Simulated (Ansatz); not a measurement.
# YGe (CrB type): response to moved atoms and strain

Aim: move atoms of YGe (CrB type) or strain its cell, and read the forces, the stress and the rise in energy. The cell was built by placing the elements on the sites of a structure type; the runs don't test whether it is the stable form.

Program: Ansatz 0.2.0. Level of theory: DFT PBEsol, scalar-relativistic, plane waves, PAW. These are calculated values, not measurements.

### Step 1. The system as given

It takes space group Cmcm (No. 63, orthorhombic). Conventional cell: a = 4.237 Å, b = 10.617 Å, c = 3.914 Å, α = 90.00°, β = 90.00°, γ = 90.00°. Y (site symmetry m2m) is surrounded by 7 Ge at 2.94 to 3.18 Å. Ge (site symmetry m2m) has 2 Ge at 2.65 Å and 5 Y at 2.94 Å as nearest neighbours.

Coordinates:

```cif
data_structure
_symmetry_space_group_name_H-M 'Cmcm'
_symmetry_Int_Tables_number 63
_cell_length_a 4.2372
_cell_length_b 10.6169
_cell_length_c 3.9137
_cell_angle_alpha 90.000
_cell_angle_beta 90.000
_cell_angle_gamma 90.000
_cell_volume 176.06
loop_
_atom_site_label
_atom_site_type_symbol
_atom_site_symmetry_multiplicity
_atom_site_Wyckoff_symbol
_atom_site_fract_x
_atom_site_fract_y
_atom_site_fract_z
_atom_site_occupancy
Y1 Y 4 c 0.00000 0.13887 0.75000 1
Ge1 Ge 4 c 0.00000 0.41580 0.75000 1
```

An earlier run at PBEsol left this cell at 22.008 Å³/atom and 0.02 GPa (8×8×8 mesh).

The changes: atom 3 (Ge) moved 0.05 Å along x; strain e5 = +0.02, atoms carried along.

### Step 2. Atom 3 (Ge) moved 0.05 Å along x

Input file input.yaml:

```yaml
crystal:
  lattice:
    - [2.1185770547, -5.3084359789, 0.0]
    - [2.1185770547, 5.3084359789, 0.0]
    - [0.0, 0.0, 3.9137232896]
  atoms:
    - { symbol: "Y", position: [0.8611259982, 0.1388740018, 0.25] }
    - { symbol: "Y", position: [0.1388740018, 0.8611259982, 0.75] }
    - { symbol: Ge, position: [0.5959986395, 0.4276021069, 0.25] }
    - { symbol: Ge, position: [0.4158017337, 0.5841982663, 0.75] }
basis:
  ecutwfc: 420
  ecutrho_ratio: 4
kpoints:
  mp_grid: { grid: [8, 8, 8] }
hamiltonian:
  xc: pbesol
scf:
  occupations: { method: gaussian, width: 0.05 }
output:
  forces: true
  stress: true
  eigenvalues: true
```

The run is started by

```sh
ansatz run input.yaml --threads 4 --pin off --max-ram 4096MiB --backend cpu --events-out ev --progress --plain --runs-dir out
```

Standard output (excerpt; [...] marks lines left out):

```text
Warning: RAYON_NUM_THREADS=4 ignored (pool sized by the plan → 4); use --threads N
[...]
Pseudopotentials: kind: paw
Pseudopotential: Y, paw, valence charge 11, recommended cutoff 420 eV (normal), Y.paw.azcp
Pseudopotential: Ge, paw, valence charge 14, recommended cutoff 420 eV (normal), Ge.paw.azcp
Functional definition: PBEsol
[...]
Crystal: 4 atoms, lattice volume = 88.030 Å³
Basis set: ecut = 420 eV, 1727 PW (Γ), exchange–correlation on 80×80×54 points (8 copies of the dense FFT grid, shifted against one another)
Bands: 30, of which v1, the nominal top of the filled ones, is band 25 counted from 1 (24 counted from 0)
Symmetry: 2 space group operations
Space group: Pm (ITA 6), of the structure as read, at distance tolerance 4.4e-5 Å
k-points: 170 of 512 (time reversal used)
[...]
SCF iter   1: F=—  HF=-16101.042432 eV  |F-HF|=—  |Δ(HF+E_count)|=         —  Δρ=2.87e-3  dr2=5.59e-3  ethr=1.77e-3  ⟨swp⟩=6.0  Hψ=19576  notcnv=0
[...]
SCF iter   7: F=-16101.039166 eV  HF=-16101.039166 eV  |F-HF|=2.00e-9  |Δ(HF+E_count)|=   2.75e-8  Δρ=2.16e-6  dr2=5.08e-9  ethr=2.00e-10  ⟨swp⟩=5.9  Hψ=17125  notcnv=0
[...]
SCF converged after 7 iterations
Free energy (F): -16101.039166 eV
[...]
E sigma→0 (E₀):  -16101.037960 eV
Entropy (-TS):   -0.002413 eV (-0.603 meV/atom)
Fermi energy:    11.760344 eV
[...]
--- Forces (eV/Å), atoms counted from 1 ---
  atom   1  Y      0.05183577    -0.00132968     0.00000000
  atom   2  Y      0.27355173     0.00186872     0.00000000
  atom   3  Ge    -0.31816297     0.00070893     0.00000000
  atom   4  Ge    -0.00722805    -0.00124761     0.00000000
[...]
--- Stress (GPa, compression-positive) ---
        0.075287      -0.105404       0.000000
       -0.105404       0.032042       0.000000
        0.000000       0.000000       0.066316
  P = ⅓ Tr σ = 0.0579 GPa (0.579 kbar)
--- Band table (eV; the first three rows and the last of 170) ---
[...]
```

It took 13 s on 4 threads of an Arm CPU, shared host; peak memory 0.61 GiB.

In short: volume 22.008 Å³/atom, pressure 0.06 GPa, no gap.

Forces on the atoms, as numbers:

| atom | x (eV/Å) | y (eV/Å) | z (eV/Å) |
| --- | --- | --- | --- |
| Y1 | 0.052 | -0.001 | 0.000 |
| Y2 | 0.274 | 0.002 | 0.000 |
| Ge3 | -0.318 | 0.001 | 0.000 |
| Ge4 | -0.007 | -0.001 | 0.000 |

### Step 3. Strain e5 = +0.02, atoms carried along

Input file input.yaml:

```yaml
crystal:
  lattice:
    - [2.1185770547, -5.3084359789, 0.0211857705]
    - [2.1185770547, 5.3084359789, 0.0211857705]
    - [0.0391372329, 0.0, 3.9137232896]
  atoms:
    - { symbol: "Y", position: [0.8611259982, 0.1388740018, 0.25] }
    - { symbol: "Y", position: [0.1388740018, 0.8611259982, 0.75] }
    - { symbol: Ge, position: [0.5841982663, 0.4158017337, 0.25] }
    - { symbol: Ge, position: [0.4158017337, 0.5841982663, 0.75] }
basis:
  ecutwfc: 420
  ecutrho_ratio: 4
kpoints:
  mp_grid: { grid: [8, 8, 8] }
hamiltonian:
  xc: pbesol
scf:
  occupations: { method: gaussian, width: 0.05 }
output:
  forces: true
  stress: true
  eigenvalues: true
```

The run is started by

```sh
ansatz run input.yaml --threads 4 --pin off --max-ram 4096MiB --backend cpu --events-out ev --progress --plain --runs-dir out
```

Standard output (excerpt; [...] marks lines left out):

```text
Warning: RAYON_NUM_THREADS=4 ignored (pool sized by the plan → 4); use --threads N
[...]
[... 4 set-up lines as earlier in the session ...]
[...]
Crystal: 4 atoms, lattice volume = 88.021 Å³
Basis set: ecut = 420 eV, 1735 PW (Γ), exchange–correlation on 80×80×54 points (8 copies of the dense FFT grid, shifted against one another)
Bands: 30, of which v1, the nominal top of the filled ones, is band 25 counted from 1 (24 counted from 0)
Symmetry: 4 space group operations
Space group: C2/c (ITA 15), of the structure as read, at distance tolerance 4.4e-5 Å
k-points: 150 of 512
[...]
SCF iter   1: F=—  HF=-16101.038874 eV  |F-HF|=—  |Δ(HF+E_count)|=         —  Δρ=2.88e-3  dr2=5.68e-3  ethr=1.77e-3  ⟨swp⟩=6.0  Hψ=17275  notcnv=0
[...]
SCF iter   7: F=-16101.036007 eV  HF=-16101.036007 eV  |F-HF|=2.03e-9  |Δ(HF+E_count)|=   2.90e-8  Δρ=2.13e-6  dr2=5.01e-9  ethr=2.00e-10  ⟨swp⟩=6.0  Hψ=15243  notcnv=0
[...]
SCF converged after 7 iterations
Free energy (F): -16101.036007 eV
[...]
E sigma→0 (E₀):  -16101.034795 eV
Entropy (-TS):   -0.002423 eV (-0.606 meV/atom)
Fermi energy:    11.766621 eV
[...]
--- Forces (eV/Å), atoms counted from 1 ---
  atom   1  Y      0.00000000     0.00271359    -0.00000000
  atom   2  Y     -0.00000000    -0.00271359     0.00000000
  atom   3  Ge     0.00000000     0.00178443    -0.00000000
  atom   4  Ge    -0.00000000    -0.00178443     0.00000000
[...]
--- Stress (GPa, compression-positive) ---
        0.096815      -0.000000      -2.017076
       -0.000000       0.043181       0.000000
       -2.017076       0.000000       0.105742
  P = ⅓ Tr σ = 0.0819 GPa (0.819 kbar)
--- Band table (eV; the first three rows and the last of 150) ---
[...]
```

Wall time 6.8 s (4 threads of an Arm CPU, shared host); peak memory 0.6 GiB.

Result: volume 22.005 Å³/atom, pressure 0.08 GPa, a metal on this mesh.

### Step 4. The distortions side by side

| change | change of free energy (meV/atom) | largest force (eV/Å) | largest change of stress (GPa) |
| --- | --- | --- | --- |
| atom 3 (Ge) moved 0.05 Å along x | 1.98 | 0.318 | 0.11 |
| strain e5 = +0.02, atoms carried along | 2.77 | 0.003 | 2.02 |

Moving atom 3 by 0.05 Å meets a restoring force of 0.318 eV/Å along the move, a force constant of about 6.4 eV/Å². The strain e5 = +0.02 changes that stress component by -2.02 GPa (compression positive), a ratio of 101 GPa; that is a secant over a finite strain with the atoms carried along, not the elastic constant. No change lowers the energy by more than 0.5 meV/atom; other distortions weren't tried.
